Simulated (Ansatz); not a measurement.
Task: an active-space calculation of GeH4S, SMILES [SH][GeH3], with the Python package of Ansatz (0.2.0). Give the script and its output. Use: SC-NEVPT2, def2-SVP basis, multiplicity 1.

The script reads `geh4s.xyz`:
```text
6

S     0.89250   -1.16240    1.05180
Ge   -0.18280    0.50120   -0.08160
H     0.50750   -2.06350    0.03100
H    -1.59660    0.14260   -0.28290
H     0.49950    0.67390   -1.48170
H    -0.07800    1.84420    0.71720
```

Script `cas_geh4s.py`:
```python
'''Active-space calculation on GeH4S.'''

import warnings

import ansatz as az


def main() -> None:
    warnings.simplefilter('ignore', az.DeckWarning)

    mol = az.Crystal.molecule_from_extxyz('geh4s.xyz')

    base = (
        mol.calculation()
        .basis(gaussian='def2-SVP')
        .correlation(active_electrons=6, active_orbitals=6)
    )
    for method in ['sc_nevpt2']:
        rep = (base if method is None else base.correlation(method)).run().report
        space = rep['configurations']
        state = space['states'][0]
        print(method or 'casscf', f'total {rep["free_energy_ev"] / 27.211386246:.6f} Ha, active-space state {state["energy"]["hartree"]:.6f} Ha, mean field {rep["reference_energy_ev"] / 27.211386246:.6f} Ha')
        print('  determinants', state['n_determinants'], ' natural occupations', [round(n, 3) for n in space['natural_occupations']])
    print('effectively unpaired electrons, sum of min(n, 2 - n):', round(sum(min(n, 2 - n) for n in space['natural_occupations']), 3))


if __name__ == '__main__':
    main()
```

```console
$ python cas_geh4s.py
sc_nevpt2 total -2475.216217 Ha, active-space state -2474.891448 Ha, mean field -2474.844882 Ha
  determinants 400  natural occupations [1.98, 1.975, 1.97, 0.03, 0.027, 0.019]
effectively unpaired electrons, sum of min(n, 2 - n): 0.15
```

What to keep in mind:
- Total energies depend on the basis set; only differences at equal settings carry meaning.
- The geometry is a force-field or estimated start, not a minimum of this method, and the basis set is short of its limit. The active space starts as a window about the frontier orbitals and is then optimised, not chosen by chemistry.
- Hardware and time: 18 s on 1 thread of Arm Neoverse V2 (shared host), peak memory 0.22 GiB.
